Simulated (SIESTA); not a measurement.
**TaVN2 under changes of volume**

One of the cells (9.790 Å³/atom); the others are scaled copies at fixed shape and fractional positions:

```
Ta V N
1.0
     3.02940    0.00000    0.00000
     0.00000    3.02940    0.00000
     0.00000    0.00000    4.26723
Ta V N
1 1 2
Direct
  0.00000 0.00000 0.00000
  0.50000 0.50000 0.50000
  0.50000 0.50000 0.00000
  0.00000 0.00000 0.50000
```

The cell comes from a database or a generator and needn't be the stable form of this composition.

- Program: SIESTA 5.4.2
- Functional: LDA
- Potentials or basis: PseudoDojo 0.4 standard (LDA files)
- Basis: DZP (energy shift 0.003 Ry; two zetas on semicore shells)
- Grid cutoff: 800 Ry
- Energy shift: 0.003 Ry
- k mesh: 7 × 7 × 4
- Occupations: fermi-dirac, width 0.05 eV
- Spin: collinear spin, ferromagnetic start
- Starting moments: [0.0, 2.0, 0.0, 0.0] μB

```csv
volume (Å³/atom),energy over the lowest point (meV/atom),pressure (GPa),moment (μB per cell)
9.391,2.49,6.1,0.00
9.591,0.00,-1.8,0.08
9.790,?,?,?
9.990,21.59,-15.1,0.30
10.190,44.05,-20.4,0.51
```

Q: What does the run at 9.790 Å³/atom give?

A: Energy over the lowest point 6.64 meV/atom; pressure -8.8 GPa; moment 0.21 μB per cell.

Worked out: A Birch-Murnaghan fit of order 2 (a polynomial in V^(-2/3)) to the other rows has its minimum at 9.54 Å³/atom with B0 = V·E''(V) = 361 GPa at fixed shape and positions, which overstates the stiffness. It gives 6.64 meV/atom at 9.790 Å³/atom, against the run's 6.64, and -dE/dV = -8.8 GPa, against -8.8. A parabola through the other rows of the moment, of slope 0.62 μB per Å³/atom there, gives 0.17 μB, against the run's 0.21.

Energies are extrapolated to zero smearing.

Caveats: all runs use coarse meshes; short orbitals over semicore shells can move pressures by several GPa; the basis of atomic orbitals isn't converged, which shifts pressures, moduli and gaps.
